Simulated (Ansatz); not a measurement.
# GeHBr3: up Jacob's ladder to CCSD(T)

How much do the methods differ for GeHBr3? The plan is to run it at one geometry with functionals of several rungs and with coupled cluster, and see how far each lands from CCSD(T) at the basis-set limit for the atomisation energy.

The runs use Ansatz 0.2.0, Gaussian basis; functionals in def2-TZVPP, the program's frozen cores in correlated methods.

The runs, in order: LDA (SPW92), PBE-D4, revPBE-D4, BLYP-D4, r2SCAN-D4, B97M-V, PBE0-D4, B3LYP-D4, r2SCANh-D4, r2SCAN0-D4, HSE06-D4, BHLYP-D4, CAM-B3LYP-D4, LC-ωPBE, ωB97X-V, ωB97M-V, B2PLYP, PBE-QIDH; CCSD(T)/def2-SVP; CCSD(T)/def2-TZVPP; MP2/def2-QZVPP; extrapolation to the limit; RPA on PBE.

### 1 The geometry

The geometry comes from an earlier relaxation with PBE0-D4 in a triple-zeta def2 set; it is a stationary point.

SMILES `[Br][GeH]([Br])[Br]`, 5 atoms, charge 0, spin multiplicity 1.

Atoms are counted from 1 here; the program's logs count them from 0.

Bond lengths: Br1–Ge2 2.285 Å, Ge2–Br3 2.285 Å, Ge2–Br4 2.285 Å, Ge2–H5 1.528 Å. Angles: Br1–Ge2–Br3 109.1°, Br1–Ge2–Br4 109.1°, Br1–Ge2–H5 109.9°, Br3–Ge2–Br4 109.1°, Br3–Ge2–H5 109.9°, Br4–Ge2–H5 109.9°.

As a file:

| atom | x (Å) | y (Å) | z (Å) |
| --- | --- | --- | --- |
| Br1 | -0.8922 | 0.3043 | 2.0122 |
| Ge2 | -0.0460 | 0.1037 | -0.1009 |
| Br3 | 2.2348 | 0.2045 | -0.0044 |
| Br4 | -0.6679 | -1.9181 | -0.9652 |
| H5 | -0.5789 | 1.2319 | -0.9832 |

### 2 LDA

This LDA is Slater exchange with PW92 correlation.

in.yaml reads:

```yaml
crystal:
  periodic: [false, false, false]
  atoms:
    - {symbol: Br, position_ang: [-0.892157, 0.304336, 2.012206]}
    - {symbol: Ge, position_ang: [-0.045982, 0.103717, -0.100894]}
    - {symbol: Br, position_ang: [2.234825, 0.204452, -0.004352]}
    - {symbol: Br, position_ang: [-0.667890, -1.918101, -0.965206]}
    - {symbol: H, position_ang: [-0.578895, 1.231895, -0.983154]}
basis:
  gaussian: {orbitals: def2-TZVPP}
hamiltonian: {xc: lda}
output: {orbitals: {seedname: orbitals}}
```

Run with:

```bash
> ansatz run in.yaml --threads 4 --pin off --events-out ev --progress --plain --max-ram 10444MiB
```

After this run come: PBE-D4 (GGA); revPBE-D4 (GGA); BLYP-D4 (GGA); r2SCAN-D4 (meta-GGA); B97M-V (meta-GGA); PBE0-D4 (hybrid); B3LYP-D4 (hybrid); r2SCANh-D4 (hybrid); r2SCAN0-D4 (hybrid); HSE06-D4 (hybrid); BHLYP-D4 (hybrid); CAM-B3LYP-D4 (range-separated); LC-ωPBE (range-separated); ωB97X-V (range-separated); ωB97M-V (range-separated); B2PLYP (double hybrid); PBE-QIDH (double hybrid); CCSD(T) in def2-SVP; CCSD(T) in def2-TZVPP; MP2 in def2-QZVPP; RPA on PBE orbitals.

Q: Predict the results of all the runs planned. Wanted: atomisation energy, CCSD(T)/CBS; farthest beyond LDA; mean size of error, GGA; mean size of error, meta-GGA; mean size of error, hybrid; mean size of error, range-separated; mean size of error, double hybrid; gap, smallest and largest; T1 diagnostic.

**Answer**, as computed:

| quantity | value |
| --- | --- |
| atomisation energy, CCSD(T)/CBS | 297.7 kcal/mol |
| functionals within 3.0 kcal/mol (1.0 %) | PBE-D4, r2SCAN-D4, B97M-V, r2SCANh-D4, PBE-QIDH |
| farthest beyond LDA | BHLYP-D4 (-17.7 kcal/mol) |
| mean size of error, GGA | 8.7 kcal/mol |
| mean size of error, meta-GGA | 1.8 kcal/mol |
| mean size of error, hybrid | 7.6 kcal/mol |
| mean size of error, range-separated | 11.3 kcal/mol |
| mean size of error, double hybrid | 8.0 kcal/mol |
| gap, smallest and largest | 4.25 eV (BLYP-D4), 11.46 eV (LC-ωPBE) |
| T1 diagnostic | 0.0079 |
| triples share of the correlation energy | 3.5 % |

What this shows: The LDA atomisation energy is off by 45.0 kcal/mol (15 %): it overbinds. PBE-D4 misses by -0.4 kcal/mol. Double hybrids carry the basis error of their MP2 part in triple zeta, and no dispersion term here, so their miss is partly the set-up's. Taken by rung, meta-GGA functionals do best (1.8 kcal/mol on average) and range-separated ones worst beyond LDA (11.3 kcal/mol). Misses under about 3.0 kcal/mol are within the doubt on the reference itself, which lacks core-valence correlation, relativity and higher excitations, and its outer-core shells are covered unevenly. All levels share the lack of spin-orbit coupling, which lowers the free heavy atoms and so the true binding. Hartree-Fock recovers 69 % of the binding; the rest is correlation. CCSD(T) in def2-SVP is off by -32.2 kcal/mol, worse than the median functional, from the basis alone. Orbital gaps span 4.2 to 11.5 eV; exact exchange widens them. Correlated methods include outer-core shells of Br, Ge, which these sets cover unevenly.
